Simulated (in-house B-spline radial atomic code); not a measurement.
# Ag³⁶⁺: excited configurations

Wanted: excitation energies of Ag³⁶⁺ as differences of total energies (ΔSCF).

Program: in-house B-spline radial atomic code version 1. Level of theory: Dirac-Hartree-Fock, average of configuration, Fermi nucleus, basis-set limit. These are calculated values, not measurements, unless marked.

### 1 Starting point

```
element       : silver (Z = 47)
charge        : +36
electrons     : 11
configuration : [Ne] 3s1
Hamiltonian   : Dirac-Coulomb
nucleus       : Fermi, rms radius 4.545 fm
```

Outer shells as boxes (Hund's rule):

[Ne] 3s1
```
[Ne] core
3s [↑ ]
```

The boxes draw the filling by Hund's rule, which heavy ions in jj coupling don't follow; these runs average over all states of the configuration.

The run's settings:

```ini
Z = 47
electrons = 11.0
configuration = [Ne] 3s1
hamiltonian = dirac
method = hf
spin_polarised = False
nucleus = fermi
rms_radius = 4.5454
mass_number = 107
atomic_mass = 106.905091509
speed_of_light = 137.035999084
```

This reference run was done before. Its total energy is -4215.310526 hartree, and its levels are (the highest eight at most):

```csv
orbital,occupation,energy (eV),<r> (bohr)
1s1/2,2,-27842.9,0.03108
2s1/2,2,-5905.11,0.1317
2p1/2,2,-5645.35,0.1118
2p3/2,4,-5462.18,0.1165
3s1/2,1,-2373.33,0.3193
```

### 2 [He] 2s1 2p6 3s1 4p1

The run's settings:

```ini
Z = 47
electrons = 11.0
configuration = [He] 2s1 2p6 3s1 4p1
hamiltonian = dirac
method = hf
spin_polarised = False
nucleus = fermi
rms_radius = 4.5454
mass_number = 107
atomic_mass = 106.905091509
speed_of_light = 137.035999084
```

### 3 Configuration [Ne] 6g1

The settings differ from step 2 so:

```diff
@@ -2,3 +2,3 @@
 electrons = 11.0
-configuration = [He] 2s1 2p6 3s1 4p1
+configuration = [Ne] 6g1
 hamiltonian = dirac
```

### 4 Configuration [He] 2s1 2p6 3s2

The settings differ from step 3 so:

```diff
@@ -2,3 +2,3 @@
 electrons = 11.0
-configuration = [Ne] 6g1
+configuration = [He] 2s1 2p6 3s2
 hamiltonian = dirac
```

### 5 Configuration [Ne] 5f1

The settings differ from step 4 so:

```diff
@@ -2,3 +2,3 @@
 electrons = 11.0
-configuration = [He] 2s1 2p6 3s2
+configuration = [Ne] 5f1
 hamiltonian = dirac
```

### 6 [He] 2s2 2p5 3s1 5s1

The settings differ from step 5 so:

```diff
@@ -2,3 +2,3 @@
 electrons = 11.0
-configuration = [Ne] 5f1
+configuration = [He] 2s2 2p5 3s1 5s1
 hamiltonian = dirac
```

How far above the reference does each configuration lie (order and size, in eV)?

The runs gave:

| net move | configuration | energy above the reference (eV) | with Breit, QED, recoil (eV) | largest <r> (bohr) |
| --- | --- | --- | --- | --- |
| 3s → 5f | [Ne] 5f1 | 1625.33 | 1623.25 | 0.847 |
| 3s → 6g | [Ne] 6g1 | 1855.20 | 1853.11 | 1.19 |
| 2s → 3s | [He] 2s1 2p6 3s2 | 3512.79 | 3506.49 | 0.317 |
| 2s → 4p | [He] 2s1 2p6 3s1 4p1 | 4649.29 | 4641.37 | 0.582 |
| 2p → 5s | [He] 2s2 2p5 3s1 5s1 | 4707.71 | 4701.65 | 0.930 |

Quantum defects of the promoted electron, δ = n − ζ/√(−2ε) with ζ = 37 and ε its orbital energy in hartree:

| promotion | δ |
| --- | --- |
| 3s → 5f | 0.010 |
| 3s → 6g | 0.004 |
| 2s → 4p | 0.139 |
| 2p → 5s | 0.295 |

The lowest of them is 3s → 5f at 1625.33 eV and the highest 2p → 5s at 4707.71 eV. 3 of them lie more than 2 % above the ionisation threshold that Koopmans' theorem gives (2373.33 eV), where such states can decay by emitting an electron. Of those tabulated, the defect is largest for 5s (0.29) and least for 6g (0.00); at this charge much of the defect is relativistic. Two partly filled shells share a symmetry and can mix in the average, which may lower the energy, for: 2s → 4p; 2p → 5s. These are averages over configurations, without correlation, not spectroscopic levels.
